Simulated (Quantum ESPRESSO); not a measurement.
# GaGe (F-43m) in Quantum ESPRESSO: a series of runs, part 3 of 6

Quantum ESPRESSO 7.5. The steps go on from the part before.

**5. Phonons, LDA, target pressure 20 GPa, at which the enthalpy is minimised**

Contents of pw.in:

```
&CONTROL
  calculation = 'scf'
  prefix = 'pwscf'
  outdir = './tmp'
  pseudo_dir = './pseudo'
  tprnfor = .true.
  tstress = .true.
  disk_io = 'low'
/
&SYSTEM
  ibrav = 0
  nat = 2
  ntyp = 2
  ecutwfc = 56
  ecutrho = 448
  nbnd = 24
  occupations = 'smearing'
  smearing = 'mv'
  degauss = 0.01469973
/
&ELECTRONS
  conv_thr = 4d-10
  electron_maxstep = 120
  mixing_beta = 0.5
/
ATOMIC_SPECIES
Ge    72.6300 ge_lda_v1.4.uspp.F.UPF
Ga    69.7230 ga_lda_v1.4.uspp.F.UPF
CELL_PARAMETERS angstrom
   0.0000000000    2.8978440000    2.8978440000
   2.8978440000    0.0000000000    2.8978440000
   2.8978440000    2.8978440000    0.0000000000
ATOMIC_POSITIONS crystal
Ge     0.0000000000    0.0000000000    0.0000000000
Ga     0.2500000000    0.2500000000    0.2500000000
K_POINTS automatic
7 7 7 0 0 0
```

Contents of relax.in:

```
&CONTROL
  calculation = 'vc-relax'
  prefix = 'pwscf'
  outdir = './tmp'
  pseudo_dir = './pseudo'
  tprnfor = .true.
  tstress = .true.
  disk_io = 'low'
  nstep = 40
  forc_conv_thr = 0.0001
  etot_conv_thr = 1d-06
/
&SYSTEM
  ibrav = 0
  nat = 2
  ntyp = 2
  ecutwfc = 56
  ecutrho = 448
  nbnd = 24
  occupations = 'smearing'
  smearing = 'mv'
  degauss = 0.01469973
/
&ELECTRONS
  conv_thr = 4d-10
  electron_maxstep = 120
  mixing_beta = 0.5
/
&IONS
  ion_dynamics = 'bfgs'
/
&CELL
  cell_dynamics = 'bfgs'
  press = 200
  press_conv_thr = 0.2
/
ATOMIC_SPECIES
Ge    72.6300 ge_lda_v1.4.uspp.F.UPF
Ga    69.7230 ga_lda_v1.4.uspp.F.UPF
CELL_PARAMETERS angstrom
   0.0000000000    2.8978440000    2.8978440000
   2.8978440000    0.0000000000    2.8978440000
   2.8978440000    2.8978440000    0.0000000000
ATOMIC_POSITIONS crystal
Ge     0.0000000000    0.0000000000    0.0000000000
Ga     0.2500000000    0.2500000000    0.2500000000
K_POINTS automatic
7 7 7 0 0 0
```

Contents of scf2.in:

```
&CONTROL
  calculation = 'scf'
  prefix = 'pwscf'
  outdir = './tmp'
  pseudo_dir = './pseudo'
  tprnfor = .true.
  tstress = .true.
  disk_io = 'low'
/
&SYSTEM
  ibrav = 0
  nat = 2
  ntyp = 2
  ecutwfc = 56
  ecutrho = 448
  nbnd = 24
  occupations = 'smearing'
  smearing = 'mv'
  degauss = 0.01469973
/
&ELECTRONS
  conv_thr = 1d-13
  electron_maxstep = 120
  mixing_beta = 0.5
  startingpot = 'file'
  startingwfc = 'file'
/
ATOMIC_SPECIES
Ge    72.6300 ge_lda_v1.4.uspp.F.UPF
Ga    69.7230 ga_lda_v1.4.uspp.F.UPF
CELL_PARAMETERS angstrom
   0.0000000000    2.6302985420    2.6302985420
   2.6302985420    0.0000000000    2.6302985420
   2.6302985420    2.6302985420    0.0000000000
ATOMIC_POSITIONS crystal
Ge     0.0000000000    0.0000000000    0.0000000000
Ga     0.2500000000    0.2500000000    0.2500000000
K_POINTS automatic
7 7 7 0 0 0
```

Contents of ph.in:

```
phonons of GaGe
&INPUTPH
  prefix = 'pwscf'
  outdir = './tmp'
  tr2_ph = 1d-18
  fildyn = 'dyn'
  niter_ph = 90
  alpha_mix(1) = 0.4
/
0.0000000000 0.0000000000 0.0000000000
```

Contents of dynmat.in:

```
&INPUT
  fildyn = 'dyn'
  asr = 'crystal'
  filout = 'dynmat.disp'
  fileig = 'dynmat.eig'
/
```

Potentials or basis: GBRV 1.5 LDA.

The run is started by

```sh
OMP_NUM_THREADS=1 pw.x -in pw.in > pw.out
OMP_NUM_THREADS=1 pw.x -in relax.in > relax.out
OMP_NUM_THREADS=1 pw.x -in scf2.in > scf2.out
OMP_NUM_THREADS=1 ph.x -in ph.in > ph.out
OMP_NUM_THREADS=1 dynmat.x -in dynmat.in > dynmat.out
```

pw.out:

```text
This program is part of the open-source Quantum ESPRESSO suite
     for quantum simulation of materials; please cite
[... 9 lines left out ...]
     --------------------
     sticks:   dense  smooth     PW     G-vecs:    dense   smooth      PW
     Sum        1843     925    283                52393    18643    3071

     Using Slab Decomposition

     bravais-lattice index     =            0
     lattice parameter (alat)  =       7.7444  a.u.
     unit-cell volume          =     328.4366 (a.u.)^3
     number of atoms/cell      =            2
     number of atomic types    =            2
     number of electrons       =        33.00
     number of Kohn-Sham states=           24
     kinetic-energy cutoff     =      56.0000  Ry
     charge density cutoff     =     448.0000  Ry
     scf convergence threshold =      4.0E-10
     mixing beta               =       0.5000
     number of iterations used =            8  plain     mixing
     Exchange-correlation=  SLA  PZ   NOGX NOGC
                           (   1   1   0   0   0   0   0)

     celldm(1)=   7.744419  celldm(2)=   0.000000  celldm(3)=   0.000000
     celldm(4)=   0.000000  celldm(5)=   0.000000  celldm(6)=   0.000000

     crystal axes: (cart. coord. in units of alat)
               a(1) = (   0.000000   0.707107   0.707107 )
               a(2) = (   0.707107   0.000000   0.707107 )
               a(3) = (   0.707107   0.707107   0.000000 )

     reciprocal axes: (cart. coord. in units 2 pi/alat)
               b(1) = ( -0.707107  0.707107  0.707107 )
               b(2) = (  0.707107 -0.707107  0.707107 )
               b(3) = (  0.707107  0.707107 -0.707107 )

     PseudoPot. # 1 for Ge read from file:
     ge_lda_v1.4.uspp.F.UPF
     Pseudo is Ultrasoft + core correction, Zval = 14.0
     Generated by new atomic code, or converted to UPF format
     Using radial grid of  873 points,  6 beta functions with:
                l(1) =   0
                l(2) =   0
                l(3) =   1
                l(4) =   1
                l(5) =   2
                l(6) =   2
     Q(r) pseudized with  8 coefficients,  rinner =    1.400   1.400   1.400
                                                       1.400   1.400

     PseudoPot. # 2 for Ga read from file:
     ga_lda_v1.4.uspp.F.UPF
     Pseudo is Ultrasoft + core correction, Zval = 19.0
     Generated by new atomic code, or converted to UPF format
     Using radial grid of  871 points,  6 beta functions with:
                l(1) =   0
                l(2) =   0
                l(3) =   1
                l(4) =   1
                l(5) =   2
                l(6) =   2
     Q(r) pseudized with  8 coefficients,  rinner =    1.250   1.250   1.250
                                                       1.250   1.250

     atomic species   valence    mass     pseudopotential
     Ge               14.00    72.63000     Ge( 1.00)
     Ga               19.00    69.72300     Ga( 1.00)

     24 Sym. Ops. (no inversion) found

   Cartesian axes

     site n.     atom                  positions (alat units)
         1        Ge     tau(   1) = (   0.0000000   0.0000000   0.0000000  )
         2        Ga     tau(   2) = (   0.3535534   0.3535534   0.3535534  )

     number of k points=    20  Marzari-Vanderbilt smearing, width (Ry)=  0.0147
                       cart. coord. in units 2pi/alat
        k(    1) = (   0.0000000   0.0000000   0.0000000), wk =   0.0058309
        k(    2) = (   0.1010153   0.1010153  -0.1010153), wk =   0.0466472
        k(    3) = (   0.2020305   0.2020305  -0.2020305), wk =   0.0466472
        k(    4) = (   0.3030458   0.3030458  -0.3030458), wk =   0.0466472
        k(    5) = (   0.2020305  -0.0000000   0.0000000), wk =   0.0349854
        k(    6) = (   0.3030458   0.1010153  -0.1010153), wk =   0.1399417
[... 12 lines left out ...]
        k(   19) = (  -0.1010153  -0.5050763   0.7071068), wk =   0.1399417
        k(   20) = (  -0.0000000  -0.4040610   0.6060915), wk =   0.1399417

     Dense  grid:    52393 G-vectors     FFT dimensions: (  54,  54,  54)

     Smooth grid:    18643 G-vectors     FFT dimensions: (  40,  40,  40)

     Check: negative core charge=   -0.000001

     Initial potential from superposition of free atoms

     starting charge      31.9993, renormalised to      33.0000
     Starting wfcs are   21 randomized atomic wfcs +    3 random wfcs

     Self-consistent Calculation

     iteration #  1     ecut=    56.00 Ry     beta= 0.50
     Davidson diagonalization with overlap
     ethr =  1.00E-02,  avg # of iterations =  5.5

     total energy              =    -626.92320779 Ry
     estimated scf accuracy    <       2.68306889 Ry

     iteration #  2     ecut=    56.00 Ry     beta= 0.50
     Davidson diagonalization with overlap
     ethr =  8.13E-03,  avg # of iterations =  2.0
[... 50 lines left out ...]
     total energy              =    -628.02977650 Ry
     estimated scf accuracy    <          5.6E-10 Ry

     iteration # 10     ecut=    56.00 Ry     beta= 0.50
     Davidson diagonalization with overlap
     ethr =  1.70E-12,  avg # of iterations =  3.6

     End of self-consistent calculation

          k = 0.0000 0.0000 0.0000 (  2277 PWs)   bands (ev):

   -86.9880 -86.9880 -86.9880 -17.4958 -17.4958 -17.4958 -17.4764 -17.4764
    -7.8302  -7.8302  -7.8302  -7.7701  -7.7701  -4.0501   8.2089   8.2089
     8.2089   8.3838  10.8678  10.8678  10.8678  14.0815  17.3153  17.3153

          k = 0.1010 0.1010-0.1010 (  2316 PWs)   bands (ev):

   -86.9880 -86.9880 -86.9880 -17.4958 -17.4954 -17.4954 -17.4763 -17.4763
    -7.8354  -7.8268  -7.8268  -7.7704  -7.7704  -3.8127   5.7325   7.8351
     7.8351   9.2776  11.3687  11.3687  11.8474  15.2649  16.2188  16.2188
[... 7 lines left out ...]
          k = 0.3030 0.3030-0.3030 (  2340 PWs)   bands (ev):

   -86.9880 -86.9880 -86.9880 -17.4958 -17.4936 -17.4936 -17.4755 -17.4755
    -7.8566  -7.8160  -7.8160  -7.7687  -7.7687  -2.2849   1.4315   6.9476
     6.9476   8.5132  11.8822  11.8822  14.6966  16.9238  18.0409  18.0409

          k = 0.2020-0.0000 0.0000 (  2313 PWs)   bands (ev):

   -86.9880 -86.9880 -86.9880 -17.4965 -17.4948 -17.4948 -17.4767 -17.4758
    -7.8407  -7.8235  -7.8235  -7.7729  -7.7688  -3.7325   5.7489   7.2301
     7.2301   9.9521  10.6527  12.2317  12.2317  14.8247  15.6888  17.6381

          k = 0.3030 0.1010-0.1010 (  2317 PWs)   bands (ev):

   -86.9880 -86.9880 -86.9880 -17.4967 -17.4940 -17.4938 -17.4768 -17.4752
    -7.8505  -7.8176  -7.8163  -7.7750  -7.7677  -3.1977   3.8557   6.4823
     6.6594  10.0078  11.0195  12.8833  13.0370  15.4468  16.9962  17.5302
[... 19 lines left out ...]
          k =-0.0000-0.2020 0.2020 (  2325 PWs)   bands (ev):

   -86.9880 -86.9880 -86.9880 -17.4959 -17.4948 -17.4944 -17.4764 -17.4757
    -7.8435  -7.8230  -7.8201  -7.7723  -7.7694  -3.4265   4.4330   6.2262
     7.7582  10.0534  11.5367  11.5746  12.9886  15.1964  16.3902  16.7290

          k = 0.4041-0.0000 0.0000 (  2305 PWs)   bands (ev):

   -86.9880 -86.9880 -86.9880 -17.4980 -17.4926 -17.4926 -17.4775 -17.4743
    -7.8620  -7.8081  -7.8081  -7.7807  -7.7658  -2.8101   3.3125   6.0260
     6.0260   9.0011  10.4711  14.5400  14.5400  15.3388  18.5990  18.6074

          k = 0.5051 0.1010-0.1010 (  2338 PWs)   bands (ev):

   -86.9880 -86.9880 -86.9880 -17.4980 -17.4920 -17.4917 -17.4775 -17.4739
    -7.8687  -7.8039  -7.8021  -7.7822  -7.7651  -2.0566   1.9973   5.0714
     5.7458   9.2871  10.6475  14.2435  15.0030  17.9170  19.1514  19.6485

          k =-0.1010-0.5051 0.5051 (  2309 PWs)   bands (ev):

   -86.9880 -86.9880 -86.9880 -17.4966 -17.4926 -17.4917 -17.4768 -17.4744
    -7.8673  -7.8065  -7.8018  -7.7782  -7.7676  -1.4076   1.1173   4.1673
     5.9054   9.4670  12.7576  13.9047  14.4961  16.5217  17.7949  19.9467

          k = 0.0000-0.4041 0.4041 (  2321 PWs)   bands (ev):

   -86.9880 -86.9880 -86.9880 -17.4952 -17.4938 -17.4926 -17.4759 -17.4753
    -7.8610  -7.8107  -7.8073  -7.7727  -7.7713  -1.8633   1.6833   4.1177
     6.4556   9.9105  13.4458  13.5359  13.8256  15.8975  16.0011  20.2380

          k = 0.6061-0.0000 0.0000 (  2337 PWs)   bands (ev):

   -86.9880 -86.9880 -86.9880 -17.4991 -17.4908 -17.4908 -17.4781 -17.4732
    -7.8777  -7.7953  -7.7953  -7.7881  -7.7634  -1.4596   1.1807   5.3620
     5.3620   8.6992   9.2212  16.8556  16.8556  17.8381  20.1952  20.2326

          k =-0.0000-0.6061 0.6061 (  2316 PWs)   bands (ev):

   -86.9880 -86.9880 -86.9880 -17.4985 -17.4911 -17.4908 -17.4778 -17.4734
    -7.8764  -7.7980  -7.7951  -7.7854  -7.7645  -1.0319   0.7236   4.5701
     5.4211   8.9899  10.1809  16.2923  16.5225  17.4005  18.8385  20.3831

          k = 0.4041 0.2020 0.0000 (  2336 PWs)   bands (ev):

   -86.9880 -86.9880 -86.9880 -17.4967 -17.4933 -17.4927 -17.4768 -17.4747
    -7.8590  -7.8120  -7.8093  -7.7771  -7.7671  -2.5510   2.7064   5.0875
     6.3566  10.6071  11.1311  12.4147  14.2543  16.2488  18.1326  18.9306

          k =-0.2020-0.4041 0.6061 (  2316 PWs)   bands (ev):

   -86.9880 -86.9880 -86.9880 -17.4958 -17.4938 -17.4919 -17.4765 -17.4747
    -7.8634  -7.8105  -7.8044  -7.7757  -7.7685  -1.7307   1.4385   4.4747
     5.8568  10.7968  11.5306  13.2111  14.7316  16.2286  18.1355  19.1566
[... 7 lines left out ...]
          k =-0.0000-0.4041 0.6061 (  2317 PWs)   bands (ev):

   -86.9880 -86.9880 -86.9880 -17.4960 -17.4937 -17.4908 -17.4768 -17.4743
    -7.8681  -7.8069  -7.7986  -7.7782  -7.7688  -1.1118   0.9328   4.0588
     5.1244  10.7015  12.8002  13.3172  13.6691  17.1760  18.4898  20.6950

     the Fermi energy is     6.4985 ev

!    total energy              =    -628.02977650 Ry
     estimated scf accuracy    <          4.0E-12 Ry
     smearing contrib. (-TS)   =      -0.00086653 Ry
     internal energy E=F+TS    =    -628.02890997 Ry

     The total energy is F=E-TS. E is the sum of the following terms:
     one-electron contribution =    -536.24695061 Ry
     hartree contribution      =     285.22168105 Ry
     xc contribution           =    -104.87740451 Ry
     ewald contribution        =    -272.12623591 Ry

     convergence has been achieved in  10 iterations

     Forces acting on atoms (cartesian axes, Ry/au):

     atom    1 type  1   force =    -0.00000000    0.00000000    0.00000000
     atom    2 type  2   force =     0.00000000   -0.00000000   -0.00000000

     Total force =     0.000000     Total SCF correction =     0.000000

     Computing stress (Cartesian axis) and pressure

          total   stress  (Ry/bohr**3)                   (kbar)     P=      -40.83
  -0.00027755  -0.00000000  -0.00000000          -40.83       -0.00       -0.00
  -0.00000000  -0.00027755  -0.00000000           -0.00      -40.83       -0.00
  -0.00000000  -0.00000000  -0.00027755           -0.00       -0.00      -40.83

=------------------------------------------------------------------------------=
   JOB DONE.
=------------------------------------------------------------------------------=
```

It took 13 min on 1 thread of AMD EPYC (Zen 3), shared host; peak memory 0.24 GiB.

What came out:

| Quantity | Value |
| --- | --- |
| Free energy | -8544.3823 eV |
| Relaxed volume | 18.20 Å³/atom |
| Relaxed cell | a = 3.720 Å, b = 3.720 Å, c = 3.720 Å, α = 60.00°, β = 60.00°, γ = 60.00° |
| Space group after relaxing (to 0.05 Å) | F-43m (No. 216) |
| Pressure after relaxing | 20.3 GPa |
| Band gap on the k mesh | none (metal or under the smearing width) |
| Highest phonon frequency at Γ | 284 cm⁻¹ |

Step by step:
| step | energy change (eV) | largest force (eV/Å) | pressure (GPa) | volume (Å³) |
| --- | --- | --- | --- | --- |
| 1 | 0.0000 | 0.0000 | -4.08 | 48.67 |
| 2 | -0.0345 | 0.0000 | 2.98 | 42.93 |
| 3 | 0.5539 | 0.0000 | 25.10 | 35.21 |
| 4 | 0.3466 | 0.0000 | 18.72 | 36.73 |
| 5 | 0.3848 | 0.0000 | 19.93 | 36.41 |
| 6 | 0.3869 | 0.0000 | 20.00 | 36.40 |

Final structure:
```
CELL_PARAMETERS angstrom
0.00000 2.63030 2.63030
2.63030 0.00000 2.63030
2.63030 2.63030 0.00000
ATOMIC_POSITIONS crystal
Ge 0.00000 0.00000 0.00000
Ga 0.25000 0.25000 0.25000
```

Phonon frequencies in cm⁻¹ (negative: imaginary):
```csv
q point,frequencies
"(0.000, 0.000, 0.000)",-9 -9 -9 284 284 284
```

Optical modes at Γ, degenerate ones joined:
| cm⁻¹ | components | symmetry | active in |
| --- | --- | --- | --- |
| 284 | 3 | T2 | IR and Raman |

Caveat: the mesh is thin for the phonons of a metal; the volume moved by over 15 % at a fixed basis, so the end points are rough; the cell is more than 3 GPa from zero pressure, which shifts response properties.

(Continued in part 4 of 6.)
